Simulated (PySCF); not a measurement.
**CH10B2SSi (SMILES B[SiH2][S+]([BH3-])C) at 6 levels**

Wanted: a comparison of 6 runs (HF/STO-3G, HF/3-21G, M06-2X/6-31G*, B3LYP/6-31G*, B2PLYP/def2-SVP, CCSD(T)/def2-SVP) of CH10B2SSi. The job is set up through a Python script.

The calculation is run with PySCF 2.14.0.

### 1 Starting point

The species is CH10B2SSi (15 atoms), meant as a singlet with charge 0. SMILES: `B[SiH2][S+]([BH3-])C`. The shape is that of a GFN2-xTB optimisation. This is one conformer, not always the lowest.

Bond lengths: B1–Si2 1.969 Å, Si2–S3 2.294 Å, S3–B4 1.930 Å, S3–C5 1.820 Å, B1–H6 1.189 Å, B1–H7 1.185 Å, Si2–H8 1.471 Å, Si2–H9 1.476 Å, B4–H10 1.178 Å, B1–H11 1.356 Å, B4–H11 1.297 Å, B4–H12 1.177 Å, C5–H13 1.086 Å, C5–H14 1.085 Å, C5–H15 1.085 Å. Some angles: B1–Si2–S3 94.0°, Si2–S3–B4 90.1°, Si2–S3–C5 97.8°, B4–S3–C5 100.5°, B1–H11–B4 145.4°, B1–Si2–H8 127.2°, B1–Si2–H9 128.5°, S3–Si2–H8 96.1°, S3–Si2–H9 96.5°, Si2–B1–H6 115.7°.

### 2 Energy and forces at HF/STO-3G (run 1)

The input, input.xyz:

```xyz
15

B     -1.431440    -1.091910    -0.075000
Si    -0.466190    -0.523080     1.543950
S      1.341770     0.277280     0.381390
B      0.851430    -0.811870    -1.134570
C      0.626390     1.875930    -0.115270
H     -2.184980    -0.294490    -0.533150
H     -1.850050    -2.199770    -0.108210
H      0.303910    -1.373440     2.464560
H     -0.683980     0.682930     2.366250
H      0.943770    -0.184050    -2.127570
H     -0.402000    -1.093430    -0.956930
H      1.455350    -1.820670    -1.076380
H     -0.382290     1.731630    -0.489590
H      1.256980     2.296990    -0.892030
H      0.621320     2.527960     0.752560
```

The input, run.py:

```python
import pyscf.grad
from pyscf import gto, scf

mol = gto.M(
    atom='input.xyz',
    max_memory=1860,
    verbose=4,
    basis='sto-3g',
    charge=0,
)

calc0 = scf.RHF(mol)
calc0.conv_tol = 1e-10
calc0.kernel()
if not calc0.converged:
    calc0 = calc0.newton().run(calc0.mo_coeff, calc0.mo_occ)

e_final = calc0.e_tot
print('E(%s) = %.9f' % ('HF', e_final))
grad = calc0.Gradients().kernel()
dip = calc0.dip_moment()
pop, q = calc0.mulliken_pop()
```

On the command line:

```bash
$ OMP_NUM_THREADS=1 python run.py
```

The program printed:

```text
PySCF version 2.14.0

[... 67 lines left out ...]
converged SCF energy = -770.761340834811
[... 12 lines left out ...]
Dipole moment(X, Y, Z, Debye):  0.54406,  2.52219,  2.75135
[... 59 lines left out ...]
charge of   14H =      0.08174
```

It took 9 s on 1 thread of Intel Xeon at 2.50GHz (Skylake/Cascade Lake), shared host; peak memory 0.12 GiB.

### 3 Energy and gradient at HF/3-21G (run 2)

The input, geometry.xyz:

```xyz
15

B     -1.431440    -1.091910    -0.075000
Si    -0.466190    -0.523080     1.543950
S      1.341770     0.277280     0.381390
B      0.851430    -0.811870    -1.134570
C      0.626390     1.875930    -0.115270
H     -2.184980    -0.294490    -0.533150
H     -1.850050    -2.199770    -0.108210
H      0.303910    -1.373440     2.464560
H     -0.683980     0.682930     2.366250
H      0.943770    -0.184050    -2.127570
H     -0.402000    -1.093430    -0.956930
H      1.455350    -1.820670    -1.076380
H     -0.382290     1.731630    -0.489590
H      1.256980     2.296990    -0.892030
H      0.621320     2.527960     0.752560
```

The input, job.py:

```python
import pyscf.grad
from pyscf import gto

molecule = gto.M(
    atom='geometry.xyz',
    verbose=4,
    charge=0,
    basis='3-21g',
    max_memory=1860,
    spin=0,
)

mf = molecule.RHF()
mf.conv_tol = 1e-10
mf.kernel()
if not mf.converged:
    mf = mf.newton().run(mf.mo_coeff, mf.mo_occ)

etot = mf.e_tot
print('Final energy', etot)
grad = mf.Gradients().kernel()
dip = mf.dip_moment()
pop, q = mf.mulliken_pop()
```

On the command line:

```bash
$ OMP_NUM_THREADS=1 python job.py
```

The program printed:

```text
PySCF version 2.14.0

[... 69 lines left out ...]
converged SCF energy = -775.442710982585
Final energy -775.4427109825855
[... 11 lines left out ...]
Dipole moment(X, Y, Z, Debye): -0.49322,  2.38442,  1.68394
[... 89 lines left out ...]
charge of   14H =      0.26394
```

It took 11 s on 1 thread of Intel Xeon at 2.50GHz (Skylake/Cascade Lake), shared host; peak memory 0.15 GiB.

Runs 3 to 5 aren't shown in full; the table further down has their settings and results.

### 4 The energy at CCSD(T)/def2-SVP (run 6)

The input, input.py:

```python
from pyscf import gto, scf, cc

mol = gto.M(
    atom=[
    ('B', (-1.431440, -1.091910, -0.075000)),
    ('Si', (-0.466190, -0.523080, 1.543950)),
    ('S', (1.341770, 0.277280, 0.381390)),
    ('B', (0.851430, -0.811870, -1.134570)),
    ('C', (0.626390, 1.875930, -0.115270)),
    ('H', (-2.184980, -0.294490, -0.533150)),
    ('H', (-1.850050, -2.199770, -0.108210)),
    ('H', (0.303910, -1.373440, 2.464560)),
    ('H', (-0.683980, 0.682930, 2.366250)),
    ('H', (0.943770, -0.184050, -2.127570)),
    ('H', (-0.402000, -1.093430, -0.956930)),
    ('H', (1.455350, -1.820670, -1.076380)),
    ('H', (-0.382290, 1.731630, -0.489590)),
    ('H', (1.256980, 2.296990, -0.892030)),
    ('H', (0.621320, 2.527960, 0.752560)),
],
    charge=0,
    basis='def2-svp',
    max_memory=1860,
    verbose=4,
)

mf = scf.RHF(mol)
mf.conv_tol = 1e-10
mf.kernel()
if not mf.converged:
    mf = mf.newton().run(mf.mo_coeff, mf.mo_occ)

mycc = cc.CCSD(mf, frozen=13)
mycc.kernel()
e_t = mycc.ccsd_t()
e_tot = mycc.e_tot + e_t
print('E = %.10f Eh' % e_tot)
mf.analyze()
```

On the command line:

```bash
$ OMP_NUM_THREADS=1 python input.py
```

The program printed:

```text
PySCF version 2.14.0

[... 108 lines left out ...]
DFT Exchange-Correlation Energy =      -61.975124729700042
[... 17 lines left out ...]
MO #16  energy= -0.77245031329808  occ= 2
[... 15 lines left out ...]
MO #32  energy= 0.179351689562536  occ= 0
[... 15 lines left out ...]
MO #48  energy= 0.444361894687721  occ= 0
[... 15 lines left out ...]
MO #64  energy= 0.854847185538861  occ= 0
[... 15 lines left out ...]
MO #80  energy= 1.15716217329345   occ= 0
[... 15 lines left out ...]
MO #96  energy= 1.77418470731111   occ= 0
[... 15 lines left out ...]
MO #112 energy= 2.34245811051509   occ= 0
[... 15 lines left out ...]
MO #128 energy= 3.25701271187619   occ= 0
[... 146 lines left out ...]
Dipole moment(X, Y, Z, Debye):  0.22381,  2.58061,  1.59172
```

Run time: 4 min. Hardware: 1 thread of Intel Xeon at 2.50GHz (Skylake/Cascade Lake), shared host; peak memory 2 GiB.

### 5 All runs side by side

| run | level | integration grid | Cartesian functions | energy (Eh) | dipole moment (D) of the reference | HOMO energy (eV) | LUMO energy (eV) | wall time |
| --- | --- | --- | --- | --- | --- | --- | --- | --- |
| 1 | HF/STO-3G | – | no | -770.761341 | 3.77 | -8.86 | 6.70 | 9 s |
| 2 | HF/3-21G | – | no | -775.442711 | 2.96 | -10.90 | 1.73 | 11 s |
| 3 | M06-2X/6-31G* (spherical functions) | 5 | no | -781.337512 | 2.84 | -9.03 | -0.54 | 2.5 min |
| 4 | B3LYP/6-31G* (Cartesian functions) | 5 | yes | -781.495344 | 2.85 | -7.69 | -1.48 | 1.9 min |
| 5 | B2PLYP/def2-SVP | 5 | no | -780.791606 | 2.96 | -9.03 | 0.00 | 69 s |
| 6 | CCSD(T)/def2-SVP | – | no | -779.887440 | 3.04 | -10.83 | 2.14 | 4 min |

### 6 Results

| quantity | value |
| --- | --- |
| run 6: total energy | -779.88744 Eh |
| run 6: dipole moment (Hartree–Fock density) | 3.04 D |
| run 6: HOMO energy (Hartree–Fock orbitals) | -10.83 eV |
| run 6: LUMO energy (Hartree–Fock orbitals) | 2.14 eV |
| run 6: HOMO–LUMO gap (Hartree–Fock orbitals) | 12.97 eV |
| run 6: correlation energy (13 core orbitals frozen) | -695.3 mEh |
| run 6: (T) correction | -21.28 mEh |
| run 6: T1 diagnostic | 0.010 |

**Reading.** Over runs 1, 2, 3, 4, 5 the dipole moment (its size) runs from 2.84 D (M06-2X/6-31G*) to 3.77 D (HF/STO-3G). The two ends differ in method and basis. Over runs 1, 2, 3, 4, 5 the HOMO–LUMO gap runs from 6.21 eV (B3LYP/6-31G*) to 15.55 eV (HF/STO-3G). Totals of different functionals can't be ranked against each other. In run 1 the basis is minimal, so the values are rough. All runs together took 9.9 min, the longest 4 min.
